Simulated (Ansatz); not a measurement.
# Fe: the cost of one run

Computed with Ansatz 0.2.0 (DFT PBE, scalar-relativistic, plane waves, PAW, unless a step's input says otherwise).

The COD entry's cell or inner coordinates are ideal or old and differ from later refinements, so a difference from it is no clean test against experiment.

### 1 Starting point

Symmetry: Im-3m, No. 229, cubic system. Conventional cell: a = 2.886 Å, b = 2.886 Å, c = 2.886 Å, α = 90.00°, β = 90.00°, γ = 90.00°. Around Fe (site symmetry m-3m) lie 8 Fe at 2.50 Å.

As a file:

```cif
data_structure
_symmetry_space_group_name_H-M 'P 1'
_symmetry_Int_Tables_number 1
_cell_length_a 2.4993
_cell_length_b 2.4993
_cell_length_c 2.4993
_cell_angle_alpha 109.471
_cell_angle_beta 109.471
_cell_angle_gamma 109.471
_cell_volume 12.02
loop_
_atom_site_label
_atom_site_type_symbol
_atom_site_fract_x
_atom_site_fract_y
_atom_site_fract_z
_atom_site_occupancy
Fe1 Fe 0.00000 0.00000 0.00000 1
```

The moments start at Fe 2.50 μB.

### 2 First run, at the start cell

File input.yaml:

```yaml
crystal:
  lattice:
    - [-1.443, 1.443, 1.443]
    - [1.443, -1.443, 1.443]
    - [1.443, 1.443, -1.443]
  atoms:
    - { symbol: Fe, position: [0.0, 0.0, 0.0], spin: 2.5 }
basis:
  ecutwfc: 420
  ecutrho_ratio: 4
kpoints:
  mp_grid: { grid: [22, 22, 22] }
hamiltonian:
  xc: pbe
scf:
  occupations: { method: gaussian, width: 0.05 }
output:
  forces: true
  stress: true
  eigenvalues: true
  populations: true
magnetization:
  spin_polarized: true
```

Run with:

```
ansatz run input.yaml --threads 1 --pin off --max-ram 2560MiB --backend cpu --events-out ev --progress --plain --runs-dir out
```

**Question.** How long does this run take on 1 thread of Intel Xeon at 2.70GHz, shared host, and how much memory does it need?

About 11 s, with a peak of 0.41 GiB.
